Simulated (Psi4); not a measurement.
# HF/def2-SVP run of SiH2Br2 (dibromosilane)

What is the vertical ionisation energy of SiH2Br2 (dibromosilane) at HF/def2-SVP? 

Program for the calculation: Psi4 1.11.

2 further runs of the same task are left out: 2 set aside as unsound or not needed.

### Step 1. The structure to begin with

SiH2Br2: 5 atoms, total charge 0, spin state singlet. As SMILES, `Br[SiH2]Br`. Geometry: relaxed at PBE0-D4/def2-TZVP.

Bond lengths: Br1–Si2 2.207 Å, Si2–Br3 2.207 Å, Si2–H4 1.476 Å, Si2–H5 1.476 Å. Angles: Br1–Si2–Br3 110.8°, Br1–Si2–H4 108.4°, Br1–Si2–H5 108.4°, Br3–Si2–H4 108.4°, Br3–Si2–H5 108.4°, H4–Si2–H5 112.5°.

### Step 2. Energy and gradient at HF/def2-SVP

File calc.in:

```
memory 2200 MB

molecule mol {
  0 1
  Br
  Si 1 r2
  Br 2 r3 1 a3
  H 2 r4 3 a4 1 d4
  H 2 r5 4 a5 3 d5

  r2 = 2.206842
  r3 = 2.206794
  a3 = 110.75763
  r4 = 1.47607
  a4 = 108.38239
  d4 = 118.78728
  r5 = 1.476071
  a5 = 112.5465
  d5 = -119.85311
  symmetry c1
  no_reorient
  no_com
}

set globals {
  reference     rhf
  puream        true
  e_convergence 1e-09
  d_convergence 1e-08
  scf_type      pk
}

E, wfn = gradient('hf/def2-SVP', return_wfn=True)
oeprop(wfn, 'WIBERG_LOWDIN_INDICES', 'QUADRUPOLE', 'DIPOLE', title='HF')
print_variables()
```

Run with:

```console
psi4 -i calc.in -o calc.out -n 1
```

calc.out (excerpt; [...] marks lines left out):

```text
[...]
  Running in c1 symmetry.
[...]
  Nuclear repulsion =  448.279250611994541
[...]
  Multiplicity = 1
[...]
  Nalpha       = 43
  Nbeta        = 43
[...]
    Number of basis functions: 92
[...]
   @RHF iter   1: -5433.91502239415968   -3.18832e+00   1.61747e-02 ADIIS/DIIS
[...]
   @RHF iter  10: -5434.29959558766768   -2.45564e-11   7.58753e-09 DIIS
[...]
    Orbital Energies [Eh]
    ---------------------
    Doubly Occupied:
       1A   -489.980036     2A   -489.980016     3A    -68.848646
       4A    -65.149150     5A    -65.149135     6A    -58.520753
       7A    -58.520739     8A    -58.519805     9A    -58.519787
      10A    -58.519765    11A    -58.519749    12A     -9.840937
      13A     -9.840923    14A     -7.455973    15A     -7.455959
      16A     -7.449695    17A     -7.449682    18A     -7.449513
      19A     -7.449500    20A     -6.213838    21A     -4.324944
      22A     -4.323890    23A     -4.322734    24A     -3.197783
      25A     -3.197764    26A     -3.195156    27A     -3.195142
      28A     -3.194951    29A     -3.194937    30A     -3.188504
      31A     -3.188502    32A     -3.188490    33A     -3.188489
      34A     -1.044241    35A     -1.014970    36A     -0.721080
[...]
  @RHF Final Energy: -5434.29959558766768
   => Energetics <=
    Nuclear Repulsion Energy =            448.2792506119945415
    One-Electron Energy =               -8461.5017525249750179
    Two-Electron Energy =                2578.9229063253123968
    Total Energy =                      -5434.2995955876676817
[...]
  -Total Gradient:
     Atom            X                  Y                   Z
    ------   -----------------  -----------------  -----------------
       1        0.000000173918    -0.000169992778     0.005628726527
       2       -0.000000723238    -0.007740256111    -0.005351032579
       3        0.000000108953     0.005230815535    -0.002155518716
       4       -0.003305934931     0.001339699306     0.000938962507
       5        0.003306375298     0.001339733988     0.000938861944
[...]
 Multipole Moments:
 ------------------------------------------------------------------------------------
     Multipole            Electronic (a.u.)      Nuclear  (a.u.)        Total (a.u.)
 ------------------------------------------------------------------------------------
 L = 1.  Multiply by 2.5417464519 to convert [e a0] to [Debye]
 Dipole X            :         -0.0000101            0.0000073           -0.0000027
 Dipole Y            :         -5.3212776            5.7937175            0.4724399
 Dipole Z            :         -3.6745510            4.0005190            0.3259680
 Magnitude           :                                                    0.5739814
 L = 2.  Multiply by 1.3450342976 to convert [e a0^2] to [Debye ang]
 Quadrupole XX       :        -49.0765135           10.7639111          -38.3126024
 Quadrupole XY       :         -0.0000197            0.0000125           -0.0000072
[...]
```

Wall time 30 s (1 thread of Intel Xeon at 2.50GHz (Skylake/Cascade Lake), shared host); peak memory 0.33 GiB.

### Step 3. The doublet cation, same level

File br2h2si.inp:

```
memory 2200 mb

molecule geom {
  1 2
  Br
  Si 1 r2
  Br 2 r3 1 a3
  H 2 r4 3 a4 1 d4
  H 2 r5 4 a5 3 d5

  r2 = 2.206842
  r3 = 2.206794
  a3 = 110.75763
  r4 = 1.47607
  a4 = 108.38239
  d4 = 118.78728
  r5 = 1.476071
  a5 = 112.5465
  d5 = -119.85311
  symmetry c1
}

set globals {
  basis def2-SVP
  reference uhf
  puream true
  e_convergence 1e-09
  d_convergence 1e-08
  scf_type pk
  maxiter 100
}

e_tot = gradient('hf')
```

Run with:

```console
psi4 br2h2si.inp br2h2si.out -n 1
```

br2h2si.out (excerpt; [...] marks lines left out):

```text
[...]
  Running in c1 symmetry.
[...]
  Nuclear repulsion =  448.279250611994541
[...]
  Multiplicity = 2
[...]
  Nalpha       = 43
  Nbeta        = 42
[...]
    Number of basis functions: 92
[...]
   @UHF iter   1: -5433.47922088889300   -2.75252e+00   1.60152e-02 ADIIS/DIIS
[...]
   @UHF iter  18: -5433.89342325062262   -2.72848e-12   4.01342e-09 DIIS
[...]
   @S^2 Observed:                7.682394225E-01
[...]
  @UHF Final Energy: -5433.89342325062262
   => Energetics <=
    Nuclear Repulsion Energy =            448.2792506119945415
    One-Electron Energy =               -8440.6589299044462678
    Two-Electron Energy =                2558.4862560418291650
    Total Energy =                      -5433.8934232506217086
  UHF NO Occupations:
  HONO-2 :   41  A 1.9976743
  HONO-1 :   42  A 1.9963115
[...]
 Multipole Moments:
 ------------------------------------------------------------------------------------
     Multipole            Electronic (a.u.)      Nuclear  (a.u.)        Total (a.u.)
 ------------------------------------------------------------------------------------
 L = 1.  Multiply by 2.5417464519 to convert [e a0] to [Debye]
 Dipole X            :         -0.0000059            0.0000073            0.0000015
 Dipole Y            :         -4.9085008            5.7937175            0.8852167
 Dipole Z            :         -3.3898246            4.0005190            0.6106944
 Magnitude           :                                                    1.0754331
[...]
  -Total Gradient:
     Atom            X                  Y                   Z
    ------   -----------------  -----------------  -----------------
       1       -0.000000070439    -0.003173677826     0.004522506695
       2        0.000000326266    -0.003844566117    -0.002666638971
       3       -0.000000090669     0.003122465630    -0.004569951589
       4        0.003715321287     0.001947835884     0.001357032774
       5       -0.003715486446     0.001947942697     0.001357051382
[...]
```

Wall time 33 s (1 thread of Intel Xeon at 2.50GHz (Skylake/Cascade Lake), shared host); peak memory 0.33 GiB.

### Step 4. Summary of results

Level: HF/def2-SVP.

```
                                          quantity           value
                     singlet SiH2Br2: total energy  -5434.29960 Eh
                    singlet SiH2Br2: dipole moment          1.46 D
                      singlet SiH2Br2: HOMO energy       -11.46 eV
                      singlet SiH2Br2: LUMO energy         3.40 eV
                    singlet SiH2Br2: HOMO–LUMO gap        14.87 eV
         singlet SiH2Br2: largest force on an atom      0.484 eV/Å
                      doublet cation: total energy  -5433.89342 Eh
doublet cation: HOMO energy (highest over α and β)       -14.95 eV
 doublet cation: LUMO energy (lowest over α and β)       -10.55 eV
                              doublet cation: ⟨S²⟩           0.768
          doublet cation: largest force on an atom      0.285 eV/Å
vertical ionisation energy (to the doublet cation)       11.053 eV
```

In words: Removing an electron at fixed nuclei costs 11.05 eV (255 kcal/mol). The largest force (singlet SiH2Br2) is 0.48 eV/Å: the shape isn't a stationary point for this species at this level. The negative HOMO energy of the first species, 11.46 eV, lies 0.41 eV above that difference.
